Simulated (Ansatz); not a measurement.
SrBr₂, space group P4_2/mnm, a charge-density difference against the sublattices

Program: the Python package of Ansatz (0.2.0).

Run as a notebook:

**Cell 1**
```python
from dataclasses import dataclass
import warnings

import ansatz as az
import numpy as np


@dataclass(frozen=True)
class RunConfig:
    filling: str = "cold"
    functional: str = "lda"
    cutoff_ev: int = 460
    mesh: tuple[int, ...] = (4, 4, 4)


cfg = RunConfig()
```

**Cell 2**
```python
vectors0 = np.array([
    [7.108186, 0.0, 0.0],
    [0.0, 7.108186, 0.0],
    [0.0, 0.0, 4.675604],
])
sites = [
    ("Sr", [0.0, 0.0, 0.0]),
    ("Sr", [0.5, 0.5, 0.5]),
    ("Br", [0.303848, 0.303848, 0.0]),
    ("Br", [0.696152, 0.696152, 0.0]),
    ("Br", [0.196152, 0.803848, 0.5]),
    ("Br", [0.803848, 0.196152, 0.5]),
]
```

**Cell 3**
```python
def crystal_on(cell):
    crystal = az.Crystal(lattice=az.Lattice.of(cell))
    for symbol, position in sites:
        crystal = crystal.atom(symbol, position)
    return crystal
```

**Cell 4**
```python
warnings.simplefilter("ignore", az.DeckWarning)
```

**Cell 5**
```python
# same cell, cutoff and mesh for the crystal and its parts
def solve(crystal):
    return (
        crystal.calculation()
        .occupations(cfg.filling)  # smearing steadies the SCF of a metal
        .functional(cfg.functional)
        .basis(cfg.cutoff_ev, grid_basis="typed")  # plane waves up to this kinetic energy
        .kpoints(*cfg.mesh)  # the mesh must be finer for metals
        .density()  # keep the density on its grid
        .run(threads=1)
    )
```

**Cell 6**
```python
whole = solve(crystal_on(vectors0))
difference = whole.density().channels[0].density_e_per_ang3.copy()
binding = whole.report["free_energy_ev"]
for element in ["Sr", "Br"]:
    part = az.Crystal(lattice=az.Lattice.of(vectors0))
    for symbol, position in sites:
        if symbol == element:
            part = part.atom(symbol, position)
    alone = solve(part)
    difference -= alone.density().channels[0].density_e_per_ang3
    binding -= alone.report["free_energy_ev"]
    print(f"{element} sublattice: {alone.report['n_electrons']:g} electrons, {alone.report['n_iterations']} iterations")
```
Output:
```text
Sr sublattice: 20 electrons, 7 iterations
Br sublattice: 28 electrons, 9 iterations
```

**Cell 7**
```python
voxel = abs(np.linalg.det(vectors0)) / difference.size
print(f"energy of the crystal less its unpolarised sublattices: {binding / len(sites):.4f} eV/atom")
print(f"net charge of the difference {difference.sum() * voxel:.5f} e, charge rearranged {0.5 * np.abs(difference).sum() * voxel:.3f} e")
print(f"extremes {difference.min():.4f} and {difference.max():.4f} e/A^3")
for (symbol, position) in sites:
    index = tuple(int(round(p * n)) % n for p, n in zip(position, difference.shape))
    print(f"  change of the pseudo-density at the grid point nearest {symbol}: {difference[index]:+.4f} e/A^3")
profile = difference.mean(axis=(0, 1))
print("planar mean along the third vector:", np.round(profile[:: max(len(profile) // 12, 1)], 4))
```
Output:
```text
energy of the crystal less its unpolarised sublattices: -3.4592 eV/atom
net charge of the difference 0.00000 e, charge rearranged 1.285 e
extremes -0.0611 and 0.0840 e/A^3
  change of the pseudo-density at the grid point nearest Sr: -0.0611 e/A^3
  change of the pseudo-density at the grid point nearest Sr: -0.0611 e/A^3
  change of the pseudo-density at the grid point nearest Br: -0.0355 e/A^3
  change of the pseudo-density at the grid point nearest Br: -0.0355 e/A^3
  change of the pseudo-density at the grid point nearest Br: -0.0355 e/A^3
  change of the pseudo-density at the grid point nearest Br: -0.0355 e/A^3
planar mean along the third vector: [ 0.0009  0.0002 -0.0002 -0.0008 -0.0002  0.0002  0.0009  0.0002 -0.0002
 -0.0008 -0.0002  0.0002]
```

Grid values close to the nuclei reflect the PAW or pseudopotential construction, not the all-electron fields. The structure comes from a database of computed cells and needn't be a stable or known phase. Charge moved counts every rearrangement, bonding and polarisation too, and is no transfer between atoms; the bare sublattices are artificial references. Values near the nuclei depend on the potentials. The whole script took 12 s on 1 thread of Arm Neoverse V1, on a shared host, peak memory 0.49 GiB.
